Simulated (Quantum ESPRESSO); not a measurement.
# HfB (Fm-3m) in Quantum ESPRESSO: settings compared, part 3 of 4

Quantum ESPRESSO 7.5.

### Step 4. Phonon dispersion, PBEsol

Contents of pw.in:

```
&CONTROL
  calculation = 'scf'
  prefix = 'pwscf'
  outdir = './tmp'
  pseudo_dir = './pseudo'
  tprnfor = .true.
  tstress = .true.
  disk_io = 'low'
/
&SYSTEM
  ibrav = 0
  nat = 2
  ntyp = 2
  ecutwfc = 45
  ecutrho = 360
  nbnd = 13
  occupations = 'smearing'
  smearing = 'mv'
  degauss = 0.01469973
/
&ELECTRONS
  conv_thr = 4d-10
  electron_maxstep = 120
  mixing_beta = 0.5
/
ATOMIC_SPECIES
Hf   178.4900 hf_pbesol_v1.uspp.F.UPF
B     10.8100 b_pbesol_v1.4.uspp.F.UPF
CELL_PARAMETERS bohr
   0.0000000000    4.3652673479    4.3652673479
   4.3652673479    0.0000000000    4.3652673479
   4.3652673479    4.3652673479    0.0000000000
ATOMIC_POSITIONS bohr
Hf     4.3652673479    4.3652673479    4.3652673479
B      0.0000000000    0.0000000000    0.0000000000
K_POINTS automatic
8 8 8 0 0 0
```

Contents of relax.in:

```
&CONTROL
  calculation = 'vc-relax'
  prefix = 'pwscf'
  outdir = './tmp'
  pseudo_dir = './pseudo'
  tprnfor = .true.
  tstress = .true.
  disk_io = 'low'
  nstep = 40
  forc_conv_thr = 0.0001
  etot_conv_thr = 1d-06
/
&SYSTEM
  ibrav = 0
  nat = 2
  ntyp = 2
  ecutwfc = 45
  ecutrho = 360
  nbnd = 13
  occupations = 'smearing'
  smearing = 'mv'
  degauss = 0.01469973
/
&ELECTRONS
  conv_thr = 4d-10
  electron_maxstep = 120
  mixing_beta = 0.5
/
&IONS
  ion_dynamics = 'bfgs'
/
&CELL
  cell_dynamics = 'bfgs'
  press = 0
  press_conv_thr = 0.2
/
ATOMIC_SPECIES
Hf   178.4900 hf_pbesol_v1.uspp.F.UPF
B     10.8100 b_pbesol_v1.4.uspp.F.UPF
CELL_PARAMETERS bohr
   0.0000000000    4.3652673479    4.3652673479
   4.3652673479    0.0000000000    4.3652673479
   4.3652673479    4.3652673479    0.0000000000
ATOMIC_POSITIONS bohr
Hf     4.3652673479    4.3652673479    4.3652673479
B      0.0000000000    0.0000000000    0.0000000000
K_POINTS automatic
8 8 8 0 0 0
```

Contents of scf2.in:

```
&CONTROL
  calculation = 'scf'
  prefix = 'pwscf'
  outdir = './tmp'
  pseudo_dir = './pseudo'
  tprnfor = .true.
  tstress = .true.
  disk_io = 'low'
/
&SYSTEM
  ibrav = 0
  nat = 2
  ntyp = 2
  ecutwfc = 45
  ecutrho = 360
  nbnd = 13
  occupations = 'smearing'
  smearing = 'mv'
  degauss = 0.01469973
/
&ELECTRONS
  conv_thr = 1d-13
  electron_maxstep = 120
  mixing_beta = 0.5
  startingpot = 'file'
  startingwfc = 'file'
/
ATOMIC_SPECIES
Hf   178.4900 hf_pbesol_v1.uspp.F.UPF
B     10.8100 b_pbesol_v1.4.uspp.F.UPF
CELL_PARAMETERS bohr
   0.0000000000    4.5292635993    4.5292635993
   4.5292635993    0.0000000000    4.5292635993
   4.5292635993    4.5292635993    0.0000000000
ATOMIC_POSITIONS bohr
Hf     4.5292635993    4.5292635993    4.5292635993
B      0.0000000000    0.0000000000    0.0000000000
K_POINTS automatic
8 8 8 0 0 0
```

Contents of ph.in:

```
phonon_bands of HfB
&INPUTPH
  prefix = 'pwscf'
  outdir = './tmp'
  tr2_ph = 1d-18
  fildyn = 'dyn'
  niter_ph = 90
  alpha_mix(1) = 0.4
  ldisp = .true.
  nq1 = 2
  nq2 = 2
  nq3 = 2
/
```

Contents of q2r.in:

```
&INPUT
  fildyn = 'dyn'
  zasr = 'crystal'
  flfrc = 'fc'
/
```

Contents of matdyn.in:

```
&INPUT
  asr = 'crystal'
  flfrc = 'fc'
  flfrq = 'freq'
  q_in_cryst_coord = .true.
  flvec = ' '
/
80
 0.0000000000  0.0000000000  0.0000000000
 0.0454545455  0.0000000000  0.0454545455
 0.0909090909  0.0000000000  0.0909090909
 0.1363636364  0.0000000000  0.1363636364
 0.1818181818  0.0000000000  0.1818181818
 0.2272727273  0.0000000000  0.2272727273
 0.2727272727  0.0000000000  0.2727272727
 0.3181818182  0.0000000000  0.3181818182
 0.3636363636  0.0000000000  0.3636363636
 0.4090909091  0.0000000000  0.4090909091
 0.4545454545  0.0000000000  0.4545454545
 0.5000000000  0.0000000000  0.5000000000
 0.5000000000  0.0500000000  0.5500000000
 0.5000000000  0.1000000000  0.6000000000
 0.5000000000  0.1500000000  0.6500000000
 0.5000000000  0.2000000000  0.7000000000
 0.5000000000  0.2500000000  0.7500000000
 0.4687500000  0.2812500000  0.7500000000
 0.4375000000  0.3125000000  0.7500000000
 0.4062500000  0.3437500000  0.7500000000
 0.3750000000  0.3750000000  0.7500000000
 0.3461538462  0.3461538462  0.6923076923
 0.3173076923  0.3173076923  0.6346153846
 0.2884615385  0.2884615385  0.5769230769
 0.2596153846  0.2596153846  0.5192307692
 0.2307692308  0.2307692308  0.4615384615
 0.2019230769  0.2019230769  0.4038461538
 0.1730769231  0.1730769231  0.3461538462
 0.1442307692  0.1442307692  0.2884615385
 0.1153846154  0.1153846154  0.2307692308
 0.0865384615  0.0865384615  0.1730769231
 0.0576923077  0.0576923077  0.1153846154
 0.0288461538  0.0288461538  0.0576923077
 0.0000000000  0.0000000000  0.0000000000
 0.0454545455  0.0454545455  0.0454545455
 0.0909090909  0.0909090909  0.0909090909
 0.1363636364  0.1363636364  0.1363636364
 0.1818181818  0.1818181818  0.1818181818
 0.2272727273  0.2272727273  0.2272727273
 0.2727272727  0.2727272727  0.2727272727
 0.3181818182  0.3181818182  0.3181818182
 0.3636363636  0.3636363636  0.3636363636
 0.4090909091  0.4090909091  0.4090909091
 0.4545454545  0.4545454545  0.4545454545
 0.5000000000  0.5000000000  0.5000000000
 0.5178571429  0.4642857143  0.5178571429
 0.5357142857  0.4285714286  0.5357142857
 0.5535714286  0.3928571429  0.5535714286
 0.5714285714  0.3571428571  0.5714285714
 0.5892857143  0.3214285714  0.5892857143
 0.6071428571  0.2857142857  0.6071428571
 0.6250000000  0.2500000000  0.6250000000
 0.5937500000  0.2500000000  0.6562500000
 0.5625000000  0.2500000000  0.6875000000
 0.5312500000  0.2500000000  0.7187500000
 0.5000000000  0.2500000000  0.7500000000
 0.5000000000  0.2750000000  0.7250000000
 0.5000000000  0.3000000000  0.7000000000
 0.5000000000  0.3250000000  0.6750000000
 0.5000000000  0.3500000000  0.6500000000
 0.5000000000  0.3750000000  0.6250000000
 0.5000000000  0.4000000000  0.6000000000
 0.5000000000  0.4250000000  0.5750000000
 0.5000000000  0.4500000000  0.5500000000
 0.5000000000  0.4750000000  0.5250000000
 0.5000000000  0.5000000000  0.5000000000
 0.4861111111  0.4861111111  0.5277777778
 0.4722222222  0.4722222222  0.5555555556
 0.4583333333  0.4583333333  0.5833333333
 0.4444444444  0.4444444444  0.6111111111
 0.4305555556  0.4305555556  0.6388888889
 0.4166666667  0.4166666667  0.6666666667
 0.4027777778  0.4027777778  0.6944444444
 0.3888888889  0.3888888889  0.7222222222
 0.3750000000  0.3750000000  0.7500000000
 0.6250000000  0.2500000000  0.6250000000
 0.5937500000  0.1875000000  0.5937500000
 0.5625000000  0.1250000000  0.5625000000
 0.5312500000  0.0625000000  0.5312500000
 0.5000000000  0.0000000000  0.5000000000
```

Contents of matdyn_dos.in:

```
&INPUT
  asr = 'crystal'
  flfrc = 'fc'
  dos = .true.
  fldos = 'phdos'
  nk1 = 12
  nk2 = 12
  nk3 = 12
  deltaE = 1
  flvec = ' '
  flfrq = ' '
/
```

Contents of matdyn_mesh.in:

```
&INPUT
  asr = 'crystal'
  flfrc = 'fc'
  flfrq = 'mesh'
  q_in_cryst_coord = .true.
  flvec = ' '
/
1000
 0.05000000  0.05000000  0.05000000
 0.05000000  0.05000000  0.15000000
 0.05000000  0.05000000  0.25000000
[... 997 further points of the even 10 x 10 x 10 mesh, shifted by half a step ...]
```

Potentials or basis: GBRV 1.5 PBEsol.

The run is started by

```bash
OMP_NUM_THREADS=1 pw.x -in pw.in > pw.out
OMP_NUM_THREADS=1 pw.x -in relax.in > relax.out
OMP_NUM_THREADS=1 pw.x -in scf2.in > scf2.out
OMP_NUM_THREADS=1 ph.x -in ph.in > ph.out
OMP_NUM_THREADS=1 q2r.x -in q2r.in > q2r.out
OMP_NUM_THREADS=1 matdyn.x -in matdyn.in > matdyn.out
OMP_NUM_THREADS=1 matdyn.x -in matdyn_dos.in > matdyn_dos.out
OMP_NUM_THREADS=1 matdyn.x -in matdyn_mesh.in > matdyn_mesh.out
```

pw.out:

```text
This program is part of the open-source Quantum ESPRESSO suite
     for quantum simulation of materials; please cite
[... 9 lines left out ...]
     --------------------
     sticks:   dense  smooth     PW     G-vecs:    dense   smooth      PW
     Sum         955     475    151                19195     6855    1243

     Using Slab Decomposition

     bravais-lattice index     =            0
     lattice parameter (alat)  =       6.1734  a.u.
     unit-cell volume          =     166.3652 (a.u.)^3
     number of atoms/cell      =            2
     number of atomic types    =            2
     number of electrons       =        15.00
     number of Kohn-Sham states=           13
     kinetic-energy cutoff     =      45.0000  Ry
     charge density cutoff     =     360.0000  Ry
     scf convergence threshold =      4.0E-10
     mixing beta               =       0.5000
     number of iterations used =            8  plain     mixing
     Exchange-correlation= SLA  PW   PSX  PSC
                           (   1   4  10   8   0   0   0)

     celldm(1)=   6.173420  celldm(2)=   0.000000  celldm(3)=   0.000000
     celldm(4)=   0.000000  celldm(5)=   0.000000  celldm(6)=   0.000000

     crystal axes: (cart. coord. in units of alat)
               a(1) = (   0.000000   0.707107   0.707107 )
               a(2) = (   0.707107   0.000000   0.707107 )
               a(3) = (   0.707107   0.707107   0.000000 )

     reciprocal axes: (cart. coord. in units 2 pi/alat)
               b(1) = ( -0.707107  0.707107  0.707107 )
               b(2) = (  0.707107 -0.707107  0.707107 )
               b(3) = (  0.707107  0.707107 -0.707107 )

     PseudoPot. # 1 for Hf read from file:
     hf_pbesol_v1.uspp.F.UPF
     Pseudo is Ultrasoft + core correction, Zval = 12.0
     Generated by new atomic code, or converted to UPF format
     Using radial grid of  921 points,  8 beta functions with:
                l(1) =   0
                l(2) =   0
                l(3) =   0
                l(4) =   1
                l(5) =   1
                l(6) =   2
                l(7) =   2
                l(8) =   3
     Q(r) pseudized with  6 coefficients,  rinner =    1.200   1.200   1.200
                                                       1.200   1.200   1.200
                                                       1.200

     PseudoPot. # 2 for B  read from file:
     b_pbesol_v1.4.uspp.F.UPF
     Pseudo is Ultrasoft + core correction, Zval =  3.0
     Generated by new atomic code, or converted to UPF format
     Using radial grid of  781 points,  4 beta functions with:
                l(1) =   0
                l(2) =   0
                l(3) =   1
                l(4) =   1
     Q(r) pseudized with  8 coefficients,  rinner =    1.100   1.100   1.100

     atomic species   valence    mass     pseudopotential
     Hf               12.00   178.49000     Hf( 1.00)
     B                 3.00    10.81000     B ( 1.00)

     48 Sym. Ops., with inversion, found

   Cartesian axes

     site n.     atom                  positions (alat units)
         1        Hf     tau(   1) = (   0.7071068   0.7071068   0.7071068  )
         2        B      tau(   2) = (   0.0000000   0.0000000   0.0000000  )

     number of k points=    29  Marzari-Vanderbilt smearing, width (Ry)=  0.0147
                       cart. coord. in units 2pi/alat
        k(    1) = (   0.0000000   0.0000000   0.0000000), wk =   0.0039062
        k(    2) = (   0.0883883   0.0883883  -0.0883883), wk =   0.0312500
        k(    3) = (   0.1767767   0.1767767  -0.1767767), wk =   0.0312500
        k(    4) = (   0.2651650   0.2651650  -0.2651650), wk =   0.0312500
        k(    5) = (  -0.3535534  -0.3535534   0.3535534), wk =   0.0156250
        k(    6) = (   0.1767767   0.0000000   0.0000000), wk =   0.0234375
[... 21 lines left out ...]
        k(   28) = (  -0.7071068   0.1767767  -0.0000000), wk =   0.0468750
        k(   29) = (  -0.7071068   0.3535534   0.0000000), wk =   0.0234375

     Dense  grid:    19195 G-vectors     FFT dimensions: (  40,  40,  40)

     Smooth grid:     6855 G-vectors     FFT dimensions: (  27,  27,  27)

     Initial potential from superposition of free atoms

     starting charge      12.9997, renormalised to      15.0000

     negative rho (up, down):  1.240E-01 0.000E+00
     Starting wfcs are   17 randomized atomic wfcs

     Self-consistent Calculation

     iteration #  1     ecut=    45.00 Ry     beta= 0.50
     Davidson diagonalization with overlap
     ethr =  1.00E-02,  avg # of iterations =  2.5

     negative rho (up, down):  1.126E-01 0.000E+00
[... 76 lines left out ...]
     iteration # 10     ecut=    45.00 Ry     beta= 0.50
     Davidson diagonalization with overlap
     ethr =  5.58E-12,  avg # of iterations =  2.0

     negative rho (up, down):  1.140E-01 0.000E+00

     End of self-consistent calculation

          k = 0.0000 0.0000 0.0000 (   869 PWs)   bands (ev):

   -44.8261 -13.3635 -13.3635 -13.3635   5.3024  17.0167  17.0167  17.0167
    18.8470  18.8470  18.8470  19.0675  19.0675
[... 93 lines left out ...]
   -44.7657 -13.9232 -13.7875 -13.5626   9.0374  12.6851  13.6755  15.1496
    17.9471  21.7005  22.8808  24.8719  24.8794

          k =-0.7071 0.0000 0.0000 (   846 PWs)   bands (ev):

   -44.7644 -14.0377 -13.6262 -13.6262   8.1547  13.7106  13.9563  17.2515
    17.2515  21.1084  22.7574  22.7574  24.2290

          k = 0.3536 0.1768 0.0000 (   849 PWs)   bands (ev):
[... 26 lines left out ...]
   -44.7690 -13.8878 -13.7865 -13.5406   9.5418  11.9335  13.5545  14.2928
    20.1055  20.2192  22.8120  23.9513  27.0534

          k =-0.7071 0.1768-0.0000 (   848 PWs)   bands (ev):

   -44.7644 -13.9791 -13.6881 -13.6291   8.6087  13.5562  13.7871  15.1549
    18.2317  22.2251  22.4464  22.7656  25.2096

          k =-0.7071 0.3536 0.0000 (   848 PWs)   bands (ev):

   -44.7644 -13.8352 -13.8352 -13.6320   9.2431  13.5347  13.5347  13.5480
    20.3688  20.3688  22.7740  22.8589  26.1037

     the Fermi energy is    14.9192 ev

!    total energy              =    -164.93847319 Ry
     estimated scf accuracy    <          7.2E-11 Ry
     smearing contrib. (-TS)   =      -0.00031733 Ry
     internal energy E=F+TS    =    -164.93815586 Ry

     The total energy is F=E-TS. E is the sum of the following terms:
     one-electron contribution =      -9.95888429 Ry
     hartree contribution      =      12.81392929 Ry
     xc contribution           =     -78.45793191 Ry
     ewald contribution        =     -89.33526894 Ry

     convergence has been achieved in  10 iterations

     negative rho (up, down):  1.140E-01 0.000E+00

     Forces acting on atoms (cartesian axes, Ry/au):

     atom    1 type  1   force =    -0.00000000   -0.00000000    0.00000000
     atom    2 type  2   force =     0.00000000    0.00000000   -0.00000000

     Total force =     0.000000     Total SCF correction =     0.000000

     Computing stress (Cartesian axis) and pressure

     negative rho (up, down):  1.140E-01 0.000E+00
          total   stress  (Ry/bohr**3)                   (kbar)     P=      251.98
   0.00171291  -0.00000000  -0.00000000          251.98       -0.00       -0.00
  -0.00000000   0.00171291  -0.00000000           -0.00      251.98       -0.00
  -0.00000000  -0.00000000   0.00171291           -0.00       -0.00      251.98

=------------------------------------------------------------------------------=
   JOB DONE.
=------------------------------------------------------------------------------=
```

It took 12 min on 1 thread of Intel Xeon Platinum 8259CL at 2.50GHz (Skylake/Cascade Lake), shared host; peak memory 0.2 GiB.

What came out:

- Free energy: -2244.3162 eV
- Relaxed volume: 13.77 Å³/atom
- Relaxed cell: a = 3.390 Å, b = 3.390 Å, c = 3.390 Å, α = 60.00°, β = 60.00°, γ = 60.00°
- Space group after relaxing (to 0.05 Å): Fm-3m (No. 225)
- Pressure after relaxing: 0.2 GPa
- Band gap on the k mesh: none (metal or under the smearing width)
- Highest phonon frequency: 563 cm⁻¹
- Zero-point energy: 0.057 eV/atom

The path:
```tsv
step	energy change (eV)	largest force (eV/Å)	pressure (GPa)	volume (Å³)
1	0.0000	0.0000	25.20	24.65
2	-0.2039	0.0000	-2.71	27.96
3	-0.2075	0.0000	-0.41	27.60
4	-0.2075	0.0000	0.01	27.54
5	-0.2075	0.0000	0.00	27.54
```

Final structure:
```
Hf B
1.0
     0.00000    2.39678    2.39678
     2.39678    0.00000    2.39678
     2.39678    2.39678    0.00000
Hf B
1 1
Direct
  0.50000 0.50000 0.50000
  0.00000 0.00000 0.00000
```

Phonon frequencies in cm⁻¹ (negative: imaginary):
```csv
q point,frequencies
"(0.000, 0.000, 0.000)",0 0 0 460 460 460
"(0.318, 0.000, 0.318)",93 93 154 478 478 521
"(0.500, 0.150, 0.650)",122 132 149 486 505 544
"(0.346, 0.346, 0.692)",136 139 139 479 498 524
"(0.144, 0.144, 0.288)",67 106 108 457 463 474
"(0.091, 0.091, 0.091)",40 40 41 459 459 462
"(0.409, 0.409, 0.409)",133 139 139 452 452 492
"(0.589, 0.321, 0.589)",136 139 141 475 493 517
"(0.500, 0.275, 0.725)",136 136 142 479 520 521
"(0.500, 0.450, 0.550)",137 144 145 454 458 497
"(0.431, 0.431, 0.639)",136 141 142 467 483 508
"(0.562, 0.125, 0.562)",118 119 154 494 498 556
```

Phonon frequencies at the corners of the path (cm⁻¹, interpolated; i marks imaginary ones):
```csv
point,frequencies
Γ,0 0 0 460 460 460
X,112 112 157 497 497 563
W,136 136 142 479 521 521
K,131 133 145 484 498 536
L,138 145 145 451 451 494
U,131 133 145 484 498 536
```

Phonon states per cell in windows of 50 cm⁻¹ (negative: imaginary):
| from (cm⁻¹) | total | Hf | B |
| --- | --- | --- | --- |
| 0 | 0.03 | 0.03 | 0.00 |
| 50 | 0.35 | 0.34 | 0.01 |
| 100 | 2.44 | 2.41 | 0.04 |
| 150 | 0.19 | 0.19 | 0.00 |
| 200 | 0.00 | 0.00 | 0.00 |
| 250 | 0.00 | 0.00 | 0.00 |
| 300 | 0.00 | 0.00 | 0.00 |
| 350 | 0.00 | 0.00 | 0.00 |
| 400 | 0.00 | 0.00 | 0.00 |
| 450 | 2.25 | 0.04 | 2.20 |
| 500 | 0.73 | 0.01 | 0.72 |
| 550 | 0.02 | 0.00 | 0.02 |

Harmonic thermodynamics per atom at this volume (zero-point energy 56.8 meV, Debye temperature from the second moment 660 K):
| T (K) | free energy (meV) | entropy (k_B) | heat capacity Cv (k_B) |
| --- | --- | --- | --- |
| 50 | 56.6 | 0.23 | 0.58 |
| 100 | 54.2 | 0.86 | 1.22 |
| 200 | 42.0 | 1.96 | 1.99 |
| 298.15 | 21.5 | 2.84 | 2.42 |
| 500 | -40.4 | 4.19 | 2.76 |
| 800 | -167.2 | 5.53 | 2.90 |

Caveat: the mesh is thin for the phonons of a metal; the q mesh is small, so phonon branches between its points and thermal values are rough. Spin-orbit coupling is left out, which matters for the levels of Hf.

(Part 3 of 4 ends here.)
